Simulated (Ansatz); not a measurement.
## C3H5BO, SMILES BC1=CCO1: a ladder of methods at one geometry

Program: Ansatz 0.2.0, Python API.

`methods_c3h5bo.py`
```python
"""C3H5BO at several levels of theory."""

from pathlib import Path

import ansatz as az
import numpy as np

GEOMETRY = """
B    -1.85800   -0.16200   -0.49910
C    -0.41900    0.11790   -0.12410
C     0.58450   -0.71420    0.20350
C     1.49410    0.46180    0.34760
O     0.39830    1.28920   -0.00530
H    -2.60320    0.81760   -0.76760
H    -2.31340   -1.21290   -0.54560
H     0.79380   -1.76530    0.32500
H     2.24760    0.50150   -0.35410
H     1.75840    0.61530    1.42280
"""

system = az.Crystal.molecule()
for line in GEOMETRY.strip().splitlines():
    symbol, *xyz = line.split()
    system = system.atom(symbol, [float(v) for v in xyz])

base = system.calculation().basis(gaussian="cc-pVDZ")

print("functional    E (Ha)        dipole (D)   HOMO (eV)  LUMO (eV)")
for name in ["cam_b3lyp", "r2scan", "lda", "hf", "pbe", "lc_wpbe"]:
    report = base.functional(name).forces().orbitals().run(threads=1, runs_dir="runs").report
    lines = Path(report["orbitals_path"]).read_text().splitlines()
    field_of = lambda key: [line.split("=")[1].strip() for line in lines if line.startswith(key)]
    orbitals = [(27.211386 * float(e), s, float(n)) for e, s, n in zip(field_of("Ene="), field_of("Spin="), field_of("Occup="))]
    homo = max(e for e, _, n in orbitals if n > 0.5)
    lumo = min(e for e, _, n in orbitals if n < 0.5)
    dipole = 4.803205 * np.linalg.norm(report["charge_distribution"]["dipole_moment_e_ang"])
    print(f"{name:10s} {report['free_energy_ev'] / 27.211386246:14.6f} {dipole:9.3f} {homo:11.3f} {lumo:10.3f}")
```

`python methods_c3h5bo.py` gives:
```text
functional    E (Ha)        dipole (D)   HOMO (eV)  LUMO (eV)
cam_b3lyp     -217.186107     2.501      -8.293     -1.005
r2scan        -217.175976     2.556      -5.993     -2.832
lda           -215.376731     2.608      -5.927     -3.254
hf            -215.967519     2.736      -9.704      1.466
pbe           -217.024701     2.540      -5.745     -3.031
lc_wpbe       -217.151008     2.432      -9.637      0.083
```

Reading the output:
- Total energies depend on the basis set; only differences at equal settings carry meaning.
- The geometry is a force-field or estimated start, not a minimum of this method, and the basis set is short of its limit. A lower total doesn't mark the better method: functionals have no common bound, and MP2 and coupled cluster aren't variational.
- Levels such as HOMO and LUMO are orbital energies: with these approximate functionals they aren't the ionisation energy and electron affinity, and their gap isn't the fundamental gap.
- Finished in 18 s on 1 thread of Arm Neoverse V2, on a shared host, peak memory 0.26 GiB.
